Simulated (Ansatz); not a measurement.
# SnSe2: an axial (c/a) deformation path

One table from this session's results is given with a row withheld; the runs are named, their logs left out.

The COD entry's cell or inner coordinates are ideal or old and differ from later refinements, so a difference from it is no clean test against experiment.

Computed with Ansatz 0.2.0 (DFT PBEsol+D3(BJ), scalar-relativistic, plane waves, PAW, unless a step's input says otherwise).

## The starting structure

The structure is trigonal, space group P-3m1 (No. 164). The conventional cell has a = 3.811 Å, b = 3.811 Å, c = 6.137 Å, α = 90.00°, β = 90.00°, γ = 120.00°. Around Sn (site symmetry -3m) lie 6 Se at 2.68 Å. Se (site symmetry 3m) is surrounded by 3 Sn at 2.68 Å.

As a file:

```
Sn Se
1.0
     3.81100    0.00000    0.00000
    -1.90550    3.30042    0.00000
     0.00000    0.00000    6.13700
Sn Se
1 2
Direct
  0.00000 0.00000 0.00000
  0.33333 0.66667 0.25000
  0.66667 0.33333 0.75000
```

Source of the structure: the Crystallography Open Database.

The first run:

input.yaml reads:

```yaml
crystal:
  lattice:
    - [3.8109987816, 0.0, 0.0]
    - [-1.9054993908, 3.3004217586, 0.0]
    - [0.0, 0.0, 6.137]
  atoms:
    - { symbol: Sn, position: [0.0, 0.0, 0.0] }
    - { symbol: Se, position: [0.3333333333, 0.6666666667, 0.25] }
    - { symbol: Se, position: [0.6666666667, 0.3333333333, 0.75] }
basis:
  ecutwfc: 420
kpoints:
  mp_grid: { grid: [6, 6, 4] }
hamiltonian:
  xc: pbesol
  dispersion: d3bj
scf:
  occupations: { method: gaussian, width: 0.1 }
output:
  forces: true
  stress: true
  eigenvalues: true
```

Run with:

```sh
> ansatz run input.yaml --threads 1 --pin off --max-ram 2560MiB --backend cpu --events-out ev --progress --plain --runs-dir out
```

Steps of the session up to this table: Quick check of gap, pressure and forces; The undisturbed cell; At ρ = 0.850; Point ρ = 1.200; ρ = 0.920; Point ρ = 1.100; At ρ = 0.960; Point ρ = 1.050; At ρ = 0.800; ρ = 1.300.

One table of the session follows, with a row left open; its other results are not shown here.

Collected from the runs (energy zero: the undisturbed cell):

| ρ | ΔE (meV/atom) | pressure (GPa) | gap on the mesh (eV) |
| --- | --- | --- | --- |
| 0.800 | 123.2 | -1.0 | 0.00 |
| 0.850 | 81.5 | -0.5 | 0.03 |
| 0.920 | ? | ? | ? |
| 0.960 | 11.6 | 0.0 | 0.45 |
| 1.000 | 0.0 | 0.2 | 0.63 |
| 1.050 | -1.0 | 0.3 | 0.57 |
| 1.100 | 14.3 | 0.3 | 0.31 |
| 1.200 | 94.8 | 0.6 | 0.00 |
| 1.300 | 228.8 | 1.2 | 0.00 |

Estimate the missing values for ρ = 0.920.

Worked estimate for «ΔE (meV/atom)». A straight line through the neighbours (0.850, 81.5) and (0.960, 11.6) gives 81.5 + (11.6 − 81.5) × (0.920 − 0.850) / (0.960 − 0.850) = 37.0; a parabola fitted to 4 rows on both sides gives 32.8.

The run gave: ΔE (meV/atom): 31.5; pressure (GPa): -0.1; gap on the mesh (eV): 0.07. In «ΔE (meV/atom)» the line misses by +5.5 and the parabola by +1.3.

Where the gap reads zero, the mesh chosen for the insulator is on the coarse side.
